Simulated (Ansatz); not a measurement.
**AsH₃OS: one structure at several levels**

An exercise on one series of results from a longer session: the logs are not shown, and one member is left open.

Computed with Ansatz 0.2.0, Gaussian basis. Level: single points in def2-TZVPP.

Cores are frozen in the correlated methods. Filled d shells of the heavier atoms are correlated.

### Starting geometry

SMILES `OS[AsH2]`, 6 atoms, charge 0, spin multiplicity 1.

Atoms are counted from 1 here; the program's logs count them from 0.

Bond lengths: O1–S2 1.664 Å, O1–H4 0.982 Å, S2–As3 2.229 Å, As3–H5 1.471 Å, As3–H6 1.534 Å. Angles: S2–O1–H4 106.1°, O1–S2–As3 99.8°, S2–As3–H5 94.6°, S2–As3–H6 94.6°, H5–As3–H6 88.7°.

Coordinates:

| atom | x (Å) | y (Å) | z (Å) |
| --- | --- | --- | --- |
| O1 | -0.66550 | -1.16660 | -0.55350 |
| S2 | -1.20680 | 0.40510 | -0.47320 |
| As3 | 0.65520 | 1.41390 | 0.22320 |
| H4 | -1.19380 | -1.67070 | 0.10300 |
| H5 | 1.54630 | 0.62370 | -0.64090 |
| H6 | 0.92210 | 0.41380 | 1.35480 |

Set-up of the first run:

Contents of run/in.yaml:

```yaml
crystal:
  periodic: [false, false, false]
  atoms:
    - {symbol: O, position_ang: [-0.665500, -1.166600, -0.553500]}
    - {symbol: S, position_ang: [-1.206800, 0.405100, -0.473200]}
    - {symbol: As, position_ang: [0.655200, 1.413900, 0.223200]}
    - {symbol: H, position_ang: [-1.193800, -1.670700, 0.103000]}
    - {symbol: H, position_ang: [1.546300, 0.623700, -0.640900]}
    - {symbol: H, position_ang: [0.922100, 0.413800, 1.354800]}
basis:
  gaussian: {orbitals: def2-TZVPP}
correlation: {method: ccsd_t}
output: {forces: true}
```

No record of the launch command was kept for these runs.

Steps of the session up to this table: CCSD(T)/def2-TZVPP; PBE0-D4/def2-TZVPP; wB97M-V/def2-TZVPP; r2SCAN-D4/def2-TZVPP; PBE-D4/def2-TZVPP; CAM-B3LYP-D4/def2-TZVPP; SPW92/def2-TZVPP.

One of the session's tables, all rows but one given; the rest of the session is left out.

```
      method  RMS force component (eV/Å)  angle to CCSD(T) forces (°)  dipole (D)
     CCSD(T)                       0.519                    reference        1.36
     PBE0-D4                           ?                            ?           ?
     wB97M-V                       0.503                         12.1        1.36
   r2SCAN-D4                       0.513                          9.9        1.43
      PBE-D4                       0.553                         28.7        1.36
CAM-B3LYP-D4                       0.507                         15.1        1.38
       SPW92                       0.450                         37.8        1.45
```

Q: Estimate the row for PBE0-D4 from the others.

The run gave: RMS force component (eV/Å): 0.527; angle to CCSD(T) forces (°): 18.3; dipole (D): 1.40. In the column «RMS force component (eV/Å)» it lies between CCSD(T) (0.519) and PBE-D4 (0.553).
